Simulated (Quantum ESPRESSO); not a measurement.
TiMo under changes of volume

One of the cells (15.989 Å³/atom); the others are scaled copies at fixed shape and fractional positions:

```xyz
2
Lattice="1.5936 -2.3604 0.0000 1.5936 2.3604 0.0000 0.0000 0.0000 4.2507" Properties=species:S:1:pos:R:3 pbc="T T T"
Mo    0.0000    0.0000    0.0000
Ti    1.5936    0.0000    2.1254
```

The cell comes from a database or a generator and needn't be the stable form of this composition.

| Item | Value |
| --- | --- |
| Program | Quantum ESPRESSO 7.5 |
| Functional | r2SCAN |
| Potentials or basis | SG15 PBE 1.2 |
| Cutoff | 952 eV |
| Density cutoff | 3810 eV |
| k mesh | 8 × 8 × 5 |
| Occupations | fermi-dirac, width 0.05 eV |
| Spin | no spin polarisation |

```csv
volume (Å³/atom),energy over the lowest point (meV/atom),pressure (GPa)
15.030,21.72,9.9
15.350,6.63,5.4
15.669,0.00,1.4
15.989,?,?
16.309,9.14,-5.7
16.629,23.64,-8.8
16.948,43.98,-11.5
```

**Question.** What does the run at 15.989 Å³/atom give?

**Answer.** Energy over the lowest point 1.06 meV/atom; pressure -2.3 GPa.

Worked out: A Birch-Murnaghan fit of order 3 (a polynomial in V^(-2/3)) to the other rows has its minimum at 15.78 Å³/atom with B0 = V·E''(V) = 184 GPa and B' = 3.5 at fixed shape and positions, which overstates the stiffness. It gives 1.04 meV/atom at 15.989 Å³/atom, against the run's 1.06, and -dE/dV = -2.3 GPa, against -2.3.

Energies are extrapolated to zero smearing.

Caveats: the potentials were made for another functional, which shifts forces and pressure.
